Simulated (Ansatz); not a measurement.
# Cl4H2Hf: the cost of one run

Computed with Ansatz 0.2.0, Gaussian basis. Level: PBE0-D4, def2-SVP first, then def2-TZVP.

143 further runs of the same task are left out: 143 set aside as unsound or not needed.

## 1. The starting structure

The guess: 7 atoms, charge 0, spin multiplicity 1.

Atoms are counted from 1 here; the program's logs count them from 0.

Bond lengths: Hf1–Cl2 2.544 Å, Hf1–Cl3 2.262 Å, Hf1–Cl4 2.305 Å, Hf1–Cl5 2.274 Å, Hf1–H6 2.290 Å, Hf1–H7 2.033 Å. Angles: Cl2–Hf1–Cl3 90.1°, Cl2–Hf1–Cl4 171.1°, Cl2–Hf1–Cl5 89.3°, Cl2–Hf1–H6 41.6°, Cl2–Hf1–H7 72.6°, Cl3–Hf1–Cl4 96.7°, Cl3–Hf1–Cl5 106.3°, Cl3–Hf1–H6 96.6°, Cl3–Hf1–H7 102.1°, Cl4–Hf1–Cl5 94.3°, Cl4–Hf1–H6 131.3°, Cl4–Hf1–H7 100.3°, Cl5–Hf1–H6 125.9°, Cl5–Hf1–H7 146.2°, H6–Hf1–H7 31.1°.

Coordinates:

```
Hf   -0.34510   -0.11080    0.24360
Cl    0.66400    1.39450   -1.54170
Cl   -0.11880   -1.89520   -1.12850
Cl   -1.06540   -1.28340    2.09220
Cl   -2.39000    0.78070   -0.19950
H     1.67420    0.85210   -0.24430
H     1.58110    0.26200    0.77810
```

Distances that are to change: Hf1–H7 2.03 Å, Cl2–H6 1.73 Å, Hf1–Cl2 2.54 Å, H6–H7 1.18 Å.

## 2. Relaxing the guess with the reacting distances held

hold/in.yaml

```yaml
crystal:
  periodic: [false, false, false]
  atoms:
    - {symbol: Hf, position_ang: [-0.345100, -0.110800, 0.243600]}
    - {symbol: Cl, position_ang: [0.664000, 1.394500, -1.541700]}
    - {symbol: Cl, position_ang: [-0.118800, -1.895200, -1.128500]}
    - {symbol: Cl, position_ang: [-1.065400, -1.283400, 2.092200]}
    - {symbol: Cl, position_ang: [-2.390000, 0.780700, -0.199500]}
    - {symbol: H, position_ang: [1.674200, 0.852100, -0.244300]}
    - {symbol: H, position_ang: [1.581100, 0.262000, 0.778100]}
basis:
  gaussian: {orbitals: def2-SVP}
hamiltonian: {xc: pbe0, dispersion: d4}
relax: {f_tol: 0.04, max_steps: 150, escape_saddle: false, constraints: [{distance: [0, 6]}, {distance: [1, 5]}, {distance: [0, 1]}, {distance: [5, 6]}]}
```

On the command line:

```bash
$ ansatz run in.yaml --threads 8 --pin off --events-out ev --progress --plain --max-ram 19148MiB
```

**Question.** How long does this run take on 8 threads of Arm Neoverse V1, shared host?

About 12 s.
